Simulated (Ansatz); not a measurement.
**TaCN: relaxing cell and atoms**

The start is TaCN, a known structure type filled with other elements, at an estimated volume. Where does it settle when we relax cell and atoms, and what is it like there?

Method: DFT, r2SCAN, no spin polarisation, plane waves, PAW, in Ansatz 0.2.0.

## Step 1: Geometry

The structure is tetragonal, space group P4/nmm (No. 129). Conventional cell: a = 2.871 Å, b = 2.871 Å, c = 7.268 Å, α = 90.00°, β = 90.00°, γ = 90.00°. Around C (site symmetry 4mm) lie 1 N at 2.06 Å. Around Ta (site symmetry 4mm) lie 5 N at 2.05 to 2.06 Å. N (site symmetry 4mm) has 5 Ta at 2.05 to 2.06 Å and 1 C at 2.06 Å as nearest neighbours.

The coordinates stand in the input below.

It starts from an earlier solution of the starting cell (checkpoint.read).

## Step 2: The walk to rest

Contents of input.yaml:

```yaml
crystal:
  lattice:
    - [2.87097, 0.0, 0.0]
    - [0.0, 2.87097, 0.0]
    - [0.0, 0.0, 7.26828]
  atoms:
    - { symbol: C, position: [0.0, 0.5, 0.9] }
    - { symbol: C, position: [0.5, 0.0, 0.1] }
    - { symbol: Ta, position: [0.0, 0.5, 0.335] }
    - { symbol: Ta, position: [0.5, 0.0, 0.665] }
    - { symbol: "N", position: [0.0, 0.5, 0.617] }
    - { symbol: "N", position: [0.5, 0.0, 0.383] }
  symmetry: { tolerance: 0.0003 }
kpoints:
  mp_grid: { grid: [9, 9, 4], shift: [0, 0, 0] }
magnetization:
  spin_polarized: false
scf:
  occupations: { method: fermi_dirac }
  lower_state_search: "off"
hamiltonian:
  pseudopotentials: { kind: paw }
  xc: r2scan
basis:
  ecutwfc: 500
  fft_grid_basis: typed
relax:
  max_steps: 40
  cell: { p_target: 0.0 }
  f_tol: 0.03
output:
  forces: true
  stress: true
  eigenvalues: true
  bader: true
  populations: true
  elf: true
  write_potential: true
  volumetric_format: npy
  dos:
    e_range: [-12, 8]
    de: 0.05
    projected: { site_lists: { C: [C], "N": ["N"], Ta: [Ta] } }
checkpoint:
  read: saved_state
```

The run is started by

```
$ ansatz run input.yaml --threads 2 --pin off --max-ram 2560MiB --backend cpu --events-out ev --progress --plain --runs-dir out
```

What does the calculation give? Wanted: moves; energy gained; largest move; cell; volume; pressure at the end; character; Bader charges.

**Answer**, as computed:

| quantity | value |
| --- | --- |
| moves | 19 |
| energy gained | 876.5 meV/atom |
| largest move | 1.00 Å (Ta) |
| space group (0.01 Å), before / after | P4/nmm / P4/nmm |
| cell | a = 3.023 Å, b = 3.023 Å, c = 6.978 Å, α = 90.00°, β = 90.00°, γ = 90.00° |
| volume | 10.63 Å³/atom (+6.5 %) |
| pressure at the end | 0.03 GPa |
| formation energy (elements from separate runs) | 0.22 eV/atom |
| character | metal |
| density of states, mean within 0.25 eV of the Fermi level | 1.7 per eV per cell |
| Bader charges | C -0.99, Ta +2.18, N -1.19 e |

The volume grew by 6.5 %, and the largest move of an atom is 1.00 Å apart from the change of the cell; the energy fell by 876.5 meV per atom. The shape changed more than that tells: the edges moved by +5, +5, -4 %. The run held to 16 symmetry operations, so a lower structure without them is not ruled out. By a distance rule the end structure falls into sheets, and the functional has no dispersion term: where only weak forces hold such sheets, the spacing at the end is too wide to trust. The cell is metallic; within 0.25 eV of the Fermi level the density of states averages 1.7 per eV per cell, mostly Ta d (40 %), N p (30 %) and C p (27 %). Set against separate runs on the elements (C graphite, Ta bcc, N2 molecule), it forms at 0.22 eV per atom, so at this geometry it is not bound against them. Ta loses most charge (+2.18 e on average) and N gains most (-1.19 e).
